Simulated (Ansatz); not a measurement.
This was printed by a script on the Python package of Ansatz (0.2.0), for a ladder of methods at one geometry of CH₄GeOS, SMILES C[O][Ge][SH]. What did the script look like? Level of theory (for the species named): BLYP, def2-SVP basis, multiplicity 1. The script varies functional: blyp, hf, cam_b3lyp, lda, r2scan0, hse06.

```yaml
atoms:
  - { symbol: C, position_ang: [-0.3518, 1.1380, 0.0672] }
  - { symbol: O, position_ang: [-1.0672, -0.0452, -0.1150] }
  - { symbol: Ge, position_ang: [-0.2948, -1.2433, 0.9453] }
  - { symbol: S, position_ang: [1.6296, -2.0285, -0.0443] }
  - { symbol: H, position_ang: [0.6684, 1.1017, -0.2709] }
  - { symbol: H, position_ang: [-0.8843, 1.9549, -0.5976] }
  - { symbol: H, position_ang: [-0.4564, 1.5457, 1.1090] }
  - { symbol: H, position_ang: [0.8487, -2.4805, -1.1494] }
```

```console
$ python methods.py
functional    E (Ha)        dipole (D)   HOMO (eV)  LUMO (eV)
blyp         -2590.477580     0.711      -5.289     -3.209
hf           -2587.470041     0.926      -9.002      0.489
cam_b3lyp    -2590.532989     0.872      -7.800     -1.547
lda          -2585.009022     0.772      -5.588     -3.552
r2scan0      -2590.316171     0.881      -6.803     -2.614
hse06        -2589.913448     0.855      -6.221     -3.002
```

The script that was run (others could print the same):

`methods.py`:
```python
# -*- coding: utf-8 -*-
"""One geometry of CH4GeOS, method by method."""

from pathlib import Path

import ansatz as az
from ase import Atoms
import numpy as np


def main():
    atoms = Atoms(["C", "O", "Ge", "S", "H", "H", "H", "H"], positions=[
        (-0.3518, 1.138, 0.0672),
        (-1.0672, -0.0452, -0.115),
        (-0.2948, -1.2433, 0.9453),
        (1.6296, -2.0285, -0.0443),
        (0.6684, 1.1017, -0.2709),
        (-0.8843, 1.9549, -0.5976),
        (-0.4564, 1.5457, 1.109),
        (0.8487, -2.4805, -1.1494),
    ])
    ch4geos = az.Crystal.molecule_from_ase(atoms)

    model = (
        ch4geos.calculation()
        .basis(gaussian="def2-SVP")
        .scf(lower_state_search="light")
    )

    print("functional    E (Ha)        dipole (D)   HOMO (eV)  LUMO (eV)")
    for name in ["blyp", "hf", "cam_b3lyp", "lda", "r2scan0", "hse06"]:
        data = model.functional(name).forces().orbitals().run(runs_dir="runs").report
        lines = Path(data["orbitals_path"]).read_text().splitlines()
        field_of = lambda key: [line.split("=")[1].strip() for line in lines if line.startswith(key)]
        orbitals = [(27.211386 * float(e), s, float(n)) for e, s, n in zip(field_of("Ene="), field_of("Spin="), field_of("Occup="))]
        homo = max(e for e, _, n in orbitals if n > 0.5)
        lumo = min(e for e, _, n in orbitals if n < 0.5)
        dipole = 4.803205 * np.linalg.norm(data["charge_distribution"]["dipole_moment_e_ang"])
        print(f"{name:10s} {data['free_energy_ev'] / 27.211386246:14.6f} {dipole:9.3f} {homo:11.3f} {lumo:10.3f}")


if __name__ == "__main__":
    main()
```

These settings explore the input space; basis and method may be short of convergence. The geometry is a force-field or estimated start, not a minimum of this method, and the basis set is short of its limit. A lower total doesn't mark the better method: functionals have no common bound, and MP2 and coupled cluster aren't variational. Levels such as HOMO and LUMO are orbital energies: with these approximate functionals they aren't the ionisation energy and electron affinity, and their gap isn't the fundamental gap. hse06 follows the composition of plane-wave codes, whose totals differ by tens of mHa, up to about 0.1 Ha, from the form usual in Gaussian-basis programs (wpbeh). Finished in 43 s on 1 thread of Arm Neoverse N1, on a shared host, peak memory 0.31 GiB.
